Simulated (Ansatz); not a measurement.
A nudged elastic band was laid between two geometries of a periodic cell of 14 atoms, Mg₈Si₄HO (surface Mg2Si(001), adsorbate OH).

Level of theory: DFT PBEsol, scalar-relativistic, plane waves, PAW in Ansatz. Settings: cutoff 420 eV, k mesh 3x3x1, gaussian smearing 0.1 eV, no spin polarisation.

- movable images: 4
- climbing image: no
- spring: 5.0 eV/Å²
- optimiser: quadratic models (default)
- start path: default
- force threshold: 0.05 eV/Å
- iteration limit: 50
- end points: relaxed
- atoms held: 3, 12

Image 0:

```xyz
14
Lattice="6.3910 0.0000 0.0000 0.0000 6.3910 0.0000 0.0000 0.0000 15.7933" Properties=species:S:1:pos:R:3
Mg 1.480 5.517 5.361
Mg 2.933 2.929 4.389
Si 0.000 0.000 1.000
Mg 1.554 1.559 2.288
Mg 1.709 4.932 2.248
Si 0.230 3.470 4.134
Mg 4.846 4.844 2.408
Mg 4.925 1.702 2.245
Si 3.466 0.225 4.132
Mg 5.525 1.471 5.348
Mg 4.889 4.886 5.647
Si 3.196 3.196 1.000
O -0.105 6.280 6.410
H 0.013 6.422 7.369
```

Image 5:

```xyz
14
Lattice="6.3910 0.0000 0.0000 0.0000 6.3910 0.0000 0.0000 0.0000 15.7933" Properties=species:S:1:pos:R:3
Mg 1.464 4.837 5.609
Mg 0.586 1.143 5.180
Si 0.000 0.000 1.000
Mg 1.515 1.683 2.242
Mg 1.570 4.811 2.383
Si -0.179 3.323 4.003
Mg 4.690 4.893 2.311
Mg 4.807 1.567 2.262
Si 3.025 0.176 4.051
Mg 3.432 2.821 4.432
Mg 4.833 5.266 5.545
Si 3.196 3.196 1.000
O 0.067 6.017 6.184
H -3.220 3.922 6.037
```

Question: What changes between the two ends?

Answer: Contacts lost: Mg2–Mg5, Mg10–O13, O13–H14. Contacts made: Mg2–O13, Mg4–Mg10, Mg7–Mg10, Mg10–H14. The atom that moves furthest is H14, by 4.30 Å; four of its nearest neighbours are O13 0.98, Mg10 2.63, Mg1 2.65, Mg11 2.76 Å at the first end and Mg10 1.96, Mg1 1.98, Mg11 2.19, Si9 3.31 Å at the last.

Question: Give the energies along the band, and the barrier.

Answer: It converged. The highest image is number 2 of 0 to 5, 0.79 eV above the first end and 1.29 eV above the last; the last end lies 0.49 eV below the first. No image climbed, so the highest image needn't sit at the top of the path. A band with more images between the same ends climbed to 1.46 eV, so this one has probably stepped over the top. Limits of this set-up: coarse k mesh, thin slab, slab without dipole correction, odd electron count without spin, a typed lattice constant that wasn't relaxed here.

```
image  path coordinate (Å)  energy (eV)  Mg2–Mg5 (Å)  Mg10–O13 (Å)  O13–H14 (Å)
    0                 0.00         0.00         3.18          2.05         0.98
    1                 1.82         0.07         3.86          2.06         0.98
    2                 3.65         0.79         4.46          2.14         1.00
    3                 5.47         0.60         4.32          1.98         3.06
    4                 7.29        -0.15         4.05          3.61         3.57
    5                 9.12        -0.49         4.03          4.74         3.75
```

Question: What is the geometry of the highest image?

Answer: 
```xyz
14
Lattice="6.3910 0.0000 0.0000 0.0000 6.3910 0.0000 0.0000 0.0000 15.7933" Properties=species:S:1:pos:R:3
Mg 1.055 4.834 5.511
Mg 1.660 1.624 5.579
Si 0.000 0.000 1.000
Mg 1.586 1.567 2.383
Mg 1.511 4.694 2.350
Si -0.138 2.877 4.157
Mg 4.796 4.776 2.312
Mg 4.682 1.491 2.362
Si 2.941 -0.157 4.162
Mg 4.887 0.990 5.579
Mg 4.368 4.332 5.277
Si 3.196 3.196 1.000
O -0.707 5.563 6.381
H -1.113 5.006 7.111
```

The band took 12 iterations and about 4 core-minutes.

The run took 2.1 min on 2 threads of AMD EPYC 9R45 96-Core Processor (Zen 5) (shared host), peak memory 1.6 GiB.
